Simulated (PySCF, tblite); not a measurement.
# C3HF4OP: infrared bands and NMR shifts

Wanted: the infrared bands and NMR shifts of C3HF4OP (`O=[P@@H]1C(F)=C1C(F)(F)F`), by calculation.

Computed with tblite 0.8.0 and PySCF 2.14.0, with density-fitted response routines of our own, on a single molecule in the gas phase. Atoms are numbered from 0 throughout.

## Step 1: The starting structure

10 atoms, charge 0, multiplicity 1; geometry from: GFN2-xTB.

Bonds of the start (Å): O0–P1 1.45, P1–C2 1.81, C2–F3 1.31, C2–C4 1.34, C4–C5 1.48, C5–F6 1.34, C5–F7 1.34, C5–F8 1.34, C4–P1 1.82, P1–H9 1.38.

## Step 2: Harmonic vibrations with GFN2-xTB

The job: settings as JSON, then the geometry in Å.

```
{"job": {"kind": "ir", "xc": "GFN2-xTB", "basis": "xTB"}, "charge": 0, "multiplicity": 1}
O      1.847155    -1.131225     1.832766
P      1.482832    -0.795634     0.471028
C      1.031774     0.842282    -0.156677
F      1.263479     2.092253    -0.465064
C     -0.041990     0.044945    -0.050657
C     -1.514118     0.121411    -0.227929
F     -1.943613    -0.748398    -1.157216
F     -1.916083     1.335482    -0.619111
F     -2.169842    -0.169051     0.902680
H      1.969289    -1.587410    -0.552348
```

**Question.** This job is followed by: GIAO PBE0/pcSseg-1 NMR shielding, non-relativistic, gas phase. What will the session give for the following? strongest single infrared mode (GFN2-xTB); zero-point energy (GFN2-xTB); ¹³C shifts against TMS (PBE0/pcSseg-1); ¹H shifts against TMS (PBE0/pcSseg-1); ¹⁷O shifts against H2O (PBE0/pcSseg-1); ³¹P shifts against H3PO4 (PBE0/pcSseg-1); ¹⁹F shifts against CFCl3 (PBE0/pcSseg-1, means over atoms taken as alike).

As calculated:

```
                                                                 quantity                    value
                                strongest single infrared mode (GFN2-xTB)    1256 cm⁻¹, 353 km/mol
                                             zero-point energy (GFN2-xTB)            24.7 kcal/mol
                                   ¹³C shifts against TMS (PBE0/pcSseg-1)  189.2, 136.8, 126.9 ppm
                                    ¹H shifts against TMS (PBE0/pcSseg-1)                 8.14 ppm
                                   ¹⁷O shifts against H2O (PBE0/pcSseg-1)                146.6 ppm
                                 ³¹P shifts against H3PO4 (PBE0/pcSseg-1)                -90.9 ppm
¹⁹F shifts against CFCl3 (PBE0/pcSseg-1, means over atoms taken as alike)         -63.9, -71.9 ppm
```

**Reading.** All 24 modes are real, so the xTB geometry is a minimum. The strongest single mode, at 1256 cm⁻¹, moves mainly C4, C2 and C5. GFN2-xTB is a fitted tight-binding method: band positions and strengths are rough. Its intensities can rank the bands wrongly. At PBE0/pcSseg-1: The largest span, 440 ppm, is at P1, where the paramagnetic term is -554 ppm.
